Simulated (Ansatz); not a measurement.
# F2H8OSiW: a nudged elastic band in two tries

The task is a band of images between two relaxed ends.

Method: RKS PBE0-D4/def2-SVP, in Ansatz 0.2.0.

## 1. The structure to begin with

Bond lengths: W1–H2 1.696 Å, W1–H3 1.690 Å, W1–F4 1.892 Å, W1–F5 1.876 Å, W1–H6 1.660 Å, W1–H7 1.679 Å, W1–O8 2.279 Å, O8–Si9 1.721 Å, Si9–H10 1.488 Å, Si9–H11 1.478 Å, Si9–H12 1.492 Å, O8–H13 0.965 Å. Angles (14 of 30 angles, heavy atoms first): F4–W1–F5 101.1°, F4–W1–O8 74.0°, F5–W1–O8 154.2°, W1–O8–Si9 120.7°, H2–W1–F4 126.4°, H2–W1–F5 94.6°, H2–W1–O8 70.3°, H3–W1–F4 139.3°, H3–W1–F5 118.5°, H3–W1–O8 74.0°, F4–W1–H6 120.6°, F4–W1–H7 82.4°, F5–W1–H6 77.9°, F5–W1–H7 132.8°.

Structure file:

```xyz
13

W    -0.1691    0.2488    0.1285
H    -0.8123   -0.0479    1.6698
H     0.4435   -1.0776    0.9778
F     0.4185    1.9183   -0.5416
F    -1.8118    0.0625   -0.7590
H     0.0627   -1.1424   -0.7464
H     1.3980   -0.2087   -0.2633
O     1.2180    1.1090    1.7188
Si    2.9027    1.2853    1.4145
H     3.5352   -0.0610    1.3858
H     3.0289    2.0099    0.1325
H     3.4396    2.0774    2.5588
H     0.9758    0.7851    2.5950
```

## 2. The run

input.yaml

```yaml
crystal:
  periodic: [false, false, false]
  atoms:
    - { symbol: W, position_ang: [-0.16911, 0.24884, 0.12852] }
    - { symbol: H, position_ang: [-0.812292, -0.047938, 1.669813] }
    - { symbol: H, position_ang: [0.443503, -1.077608, 0.977815] }
    - { symbol: F, position_ang: [0.418464, 1.918256, -0.541601] }
    - { symbol: F, position_ang: [-1.811842, 0.062456, -0.758974] }
    - { symbol: H, position_ang: [0.062682, -1.142427, -0.746387] }
    - { symbol: H, position_ang: [1.397969, -0.208682, -0.263254] }
    - { symbol: O, position_ang: [1.218019, 1.108983, 1.718781] }
    - { symbol: Si, position_ang: [2.902659, 1.285269, 1.414542] }
    - { symbol: H, position_ang: [3.535172, -0.061018, 1.385754] }
    - { symbol: H, position_ang: [3.028879, 2.009855, 0.132472] }
    - { symbol: H, position_ang: [3.439623, 2.077389, 2.558769] }
    - { symbol: H, position_ang: [0.975773, 0.785126, 2.594951] }
basis:
  gaussian: { orbitals: def2-SVP }
hamiltonian:
  xc: pbe0
  dispersion: d4
neb:
  order_check: false
  images: 0
  f_tol: 0.05
  max_iterations: 8
  spring: 0.5
  final_atoms:
    - { symbol: W, position_ang: [0.182707, 0.29585567, -0.02326647] }
    - { symbol: H, position_ang: [-0.45397764, 0.48801712, 2.4438494] }
    - { symbol: H, position_ang: [0.68925158, -1.2525624, -0.53539601] }
    - { symbol: F, position_ang: [-0.56897935, 2.06829006, -0.20638301] }
    - { symbol: F, position_ang: [-1.55699034, -0.33384865, -0.07386048] }
    - { symbol: H, position_ang: [0.40945601, -1.13966875, 0.86922991] }
    - { symbol: H, position_ang: [0.58759009, 0.20304737, -1.63975984] }
    - { symbol: O, position_ang: [1.83234062, 0.79472003, 0.59029796] }
    - { symbol: Si, position_ang: [3.24951047, 1.09402452, 1.47315978] }
    - { symbol: H, position_ang: [3.84253998, -0.21605054, 1.85116328] }
    - { symbol: H, position_ang: [4.16103852, 1.86981345, 0.59321047] }
    - { symbol: H, position_ang: [2.86363758, 1.87407634, 2.67973106] }
    - { symbol: H, position_ang: [-0.60862551, 1.21278679, 2.24922494] }
  initial_path:
    images:
      - { positions_ang: [[-0.16911, 0.24884, 0.12852], [-0.812292, -0.047938, 1.669813], [0.443503, -1.077608, 0.977815], [0.418464, 1.918256, -0.541601], [-1.811842, 0.062456, -0.758974], [0.062682, -1.142427, -0.746387], [1.397969, -0.208682, -0.263254], [1.218019, 1.108983, 1.718781], [2.902659, 1.285269, 1.414542], [3.535172, -0.061018, 1.385754], [3.028879, 2.009855, 0.132472], [3.439623, 2.077389, 2.558769], [0.975773, 0.785126, 2.594951]] }
      - { positions_ang: [[-0.10982702, 0.15085198, 0.0922487], [-0.56678145, 0.03843311, 1.80388835], [0.87077244, -0.75794747, 0.6850635], [0.31156151, 1.8751498, -0.42962402], [-1.82041945, 0.05294856, -0.52804392], [0.01711355, -1.34505318, -0.42117632], [0.95829631, -0.22515061, -0.737374], [1.31963329, 1.2392243, 1.34635551], [2.88040473, 1.26642159, 1.48099336], [3.38217763, -0.10963178, 1.49940823], [3.35942362, 1.96581095, 0.44160417], [3.14427809, 1.97813935, 2.68456107], [0.88286576, 0.8293044, 2.35329637]] }
      - { positions_ang: [[-0.05054404, 0.05286395, 0.05597741], [-0.3212709, 0.12480422, 1.9379637], [1.29804187, -0.43828695, 0.39231199], [0.20465901, 1.8320436, -0.31764704], [-1.8289969, 0.04344113, -0.29711385], [-0.02845489, -1.54767936, -0.09596564], [0.51862361, -0.24161922, -1.21149401], [1.42124757, 1.3694656, 0.97393002], [2.85815046, 1.24757419, 1.54744472], [3.22918326, -0.15824557, 1.61306246], [3.68996824, 1.9217669, 0.75073634], [2.84893318, 1.8788897, 2.81035314], [0.78995852, 0.87348279, 2.11164174]] }
      - { positions_ang: [[0.00873894, -0.04512407, 0.01970611], [-0.07576035, 0.21117533, 2.07203905], [1.72531131, -0.11862642, 0.09956049], [0.09775652, 1.78893739, -0.20567006], [-1.83757436, 0.03393369, -0.06618377], [-0.07402334, -1.75030554, 0.22924504], [0.07895092, -0.25808782, -1.68561401], [1.52286186, 1.4997069, 0.60150454], [2.83589618, 1.22872678, 1.61389609], [3.07618889, -0.20685935, 1.72671668], [4.02051287, 1.87772285, 1.05986852], [2.55358827, 1.77964006, 2.93614521], [0.69705129, 0.91766119, 1.8699871]] }
      - { positions_ang: [[0.0667283, 0.06853584, 0.00538192], [-0.20183278, 0.30345593, 2.19597583], [1.37995806, -0.49660508, -0.11209168], [-0.12448877, 1.88205495, -0.20590771], [-1.74404635, -0.08866042, -0.06874267], [0.08713644, -1.54675994, 0.44257333], [0.24849731, -0.10437609, -1.67032929], [1.62602145, 1.26471128, 0.59776901], [2.97376761, 1.18382603, 1.56698398], [3.33163925, -0.20992308, 1.76819888], [4.06735475, 1.87508639, 0.90431583], [2.65693804, 1.81111882, 2.85067383], [0.26182569, 1.01603639, 1.99639972]] }
      - { positions_ang: [[0.12471765, 0.18219575, -0.00894227], [-0.32790521, 0.39573653, 2.31991262], [1.03460482, -0.87458374, -0.32374384], [-0.34673406, 1.97517251, -0.20614536], [-1.65051834, -0.21125454, -0.07130158], [0.24829623, -1.34321435, 0.65590162], [0.4180437, 0.04933564, -1.65504456], [1.72918103, 1.02971565, 0.59403349], [3.11163904, 1.13892527, 1.52007188], [3.58708962, -0.21298681, 1.80968108], [4.11419664, 1.87244992, 0.74876315], [2.76028781, 1.84259758, 2.76520244], [-0.17339991, 1.11441159, 2.12281233]] }
      - { positions_ang: [[0.182707, 0.29585567, -0.02326647], [-0.45397764, 0.48801712, 2.4438494], [0.68925158, -1.2525624, -0.53539601], [-0.56897935, 2.06829006, -0.20638301], [-1.55699034, -0.33384865, -0.07386048], [0.40945601, -1.13966875, 0.86922991], [0.58759009, 0.20304737, -1.63975984], [1.83234062, 0.79472003, 0.59029796], [3.24951047, 1.09402452, 1.47315978], [3.84253998, -0.21605054, 1.85116328], [4.16103852, 1.86981345, 0.59321047], [2.86363758, 1.87407634, 2.67973106], [-0.60862551, 1.21278679, 2.24922494]] }
```

Run with:

```sh
> ansatz run input.yaml --threads 4 --pin off --max-ram 5120MiB --backend cpu --events-out ev --progress --plain --runs-dir out
```

**Question.** What will these runs give? Wanted: first try.

The runs gave:

```
 quantity                             value
first try                           refused
    cause  the band is given no inner image
```

**Reading.** The fault in the first input was caught at the input check and cost nothing.
